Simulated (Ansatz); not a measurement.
# Ti2C, space group R-3m: a check of PAW against all-electron LAPW

Computed with Ansatz's Python interface.

The script reads `ti2c.vasp`:
```text
Ti2C
1.0
   1.54069818    0.88952251    4.81376985
  -1.54069818    0.88952251    4.81376985
   0.00000000   -1.77904502    4.81376985
Ti C
2 1
Direct
   0.24549783    0.24549783    0.24549783
   0.75450217    0.75450217    0.75450217
   0.50000000    0.50000000    0.50000000
```

Run as a notebook:

```python
import ansatz as az
from ase.io import read
import numpy as np
import pandas as pd
```

```python
def count_gap(report):
    # lowest empty less highest filled band, counting bands; zero where they overlap
    return max(report.get("gap_by_band_count_ev") or 0.0, 0.0)
```

```python
atoms = read("ti2c.vasp", format="vasp")
system = az.Crystal.from_ase(atoms)
```

```python
[site.symbol for site in system.resolved().sites]
```

    ['Ti', 'Ti', 'C']

```python
setup = (
    system.calculation()
    .functional("PBEsol")
    .kpoints(13, 13, 13)  # the mesh must be finer for metals
    .occupations(az.OccupationsMethod.FERMI_DIRAC)
    .stress()  # GPa
    .forces()
    .band_table()  # levels at the mesh points
)
variants = {
    "PAW": setup.pseudopotentials("paw"),
    "LAPW": setup.pseudopotentials("all_electron", lapw=True),
}
# totals differ by the cores that each treatment holds, so compare what does not depend on them
rows = []
for label, variant in variants.items():
    r = variant.run().report
    levels = np.array(r["eigenvalues_ev"][0]) - r["fermi_energy_ev"]
    print(label, "levels at the first k-point near E_F:", np.round(levels[np.abs(levels) < 5], 3))
    rows.append((label, r["n_electrons"], np.trace(r["stress_gpa"]) / 3, float(np.abs(r["forces_ev_ang"]).max()), count_gap(r)))
print(pd.DataFrame(rows, columns=["treatment", "electrons in bands", "P GPa", "max force component eV/A", "gap by band count eV"]).round(4).to_string(index=False))
```

    DeckWarning: basis.ecutwfc = 420 eV, auto-derived from the records' recommended cutoffs: set by Ti (normal level)
    PAW levels at the first k-point near E_F: [-4.84  -2.529 -2.529 -2.002  0.501  0.501  1.022  1.961  1.961]
    LAPW levels at the first k-point near E_F: [-4.84  -2.528 -2.528 -2.001  0.501  0.501  1.022  1.959  1.959  3.032]
    treatment  electrons in bands   P GPa  max force component eV/A  gap by band count eV
          PAW                28.0 -4.5078                    0.1878                   0.0
         LAPW                46.0 -4.5274                    0.1875                   0.0

PAW gives -4.508 GPa and LAPW -4.527 GPa, 0.020 GPa apart. They took 5.0 and 68.5 s of processor time.

What to keep in mind:
- The computed bands are complete only to about 1.7 eV above the Fermi level.
- A gap by band count of zero or less means overlapping bands, a metal.
- This cell is a computed structure, which may not be the phase found in nature.
- Gaps and levels are Kohn-Sham values on a finite set of k-points.
- Warnings are shown shortened and without file and line.
- Pressure is positive in compression; the treatments may keep other shells as core, so totals and counts of electrons can differ.
- The whole script took 75 s on 1 thread of Intel(R) Xeon(R) 6975P-C (Granite Rapids), on a shared host, peak memory 1.3 GiB.
